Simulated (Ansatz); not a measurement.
This script drives Ansatz 0.2.0 through its Python package.

Input file `bclfgeh4n.xyz`:
```text
9

F    -1.66650    0.86980    1.03400
B    -0.44250    0.31960    1.35600
Cl   -0.22760   -0.44150    3.00100
N     0.80920    0.43850    0.39050
Ge    0.27270   -0.49530   -1.18180
H     0.83810    1.45200    0.14090
H    -0.97390    0.14820   -1.78110
H     0.03850   -1.96070   -0.83760
H     1.44040   -0.37680   -2.13900
```

Script `bclfgeh4n_methods.py`:
```python
from pathlib import Path
import warnings

import ansatz
import numpy as np

warnings.simplefilter("ignore", ansatz.DeckWarning)

bclfgeh4n = ansatz.Crystal.molecule_from_extxyz("bclfgeh4n.xyz")

job = bclfgeh4n.calculation().basis(gaussian="def2-SVP")

print("functional    E (Ha)        dipole (D)   HOMO (eV)  LUMO (eV)")
for name in ["blyp", "cam_b3lyp", "lc_wpbe", "r2scan", "hse06"]:
    rep = job.functional(name).forces().orbitals().run(runs_dir="runs").report
    lines = Path(rep["orbitals_path"]).read_text().splitlines()
    field_of = lambda key: [line.split("=")[1].strip() for line in lines if line.startswith(key)]
    orbitals = [(27.211386 * float(e), s, float(n)) for e, s, n in zip(field_of("Ene="), field_of("Spin="), field_of("Occup="))]
    homo = max(e for e, _, n in orbitals if n > 0.5)
    lumo = min(e for e, _, n in orbitals if n < 0.5)
    dipole = 4.803205 * np.linalg.norm(rep["charge_distribution"]["dipole_moment_e_ang"])
    print(f"{name:10s} {rep['free_energy_ev'] / 27.211386246:14.6f} {dipole:9.3f} {homo:11.3f} {lumo:10.3f}")
```

It is started by `python bclfgeh4n_methods.py`. Estimate its wall time and peak memory on 1 thread of Intel(R) Xeon(R) Platinum 8259CL CPU @ 2.50GHz (Skylake/Cascade Lake) (shared host).

It took about 30 s, with a peak of 0.37 GiB, for 5 runs of the engine.

Output of `python bclfgeh4n_methods.py`:
```text
functional    E (Ha)        dipole (D)   HOMO (eV)  LUMO (eV)
blyp         -2718.619139     1.422      -6.145     -1.683
cam_b3lyp    -2718.682705     1.687      -9.207      0.286
lc_wpbe      -2718.110895     1.895     -10.665      1.439
r2scan       -2718.495201     1.705      -6.747     -1.569
hse06        -2717.994385     1.700      -7.483     -1.333
```

Total energies depend on the basis set; only differences at equal settings carry meaning. The geometry is a force-field or estimated start, not a minimum of this method, and the basis set is short of its limit. A lower total doesn't mark the better method: functionals have no common bound, and MP2 and coupled cluster aren't variational. Levels such as HOMO and LUMO are orbital energies: with these approximate functionals they aren't the ionisation energy and electron affinity, and their gap isn't the fundamental gap. hse06 follows the composition of plane-wave codes, whose totals differ by tens of mHa, up to about 0.1 Ha, from the form usual in Gaussian-basis programs (wpbeh).
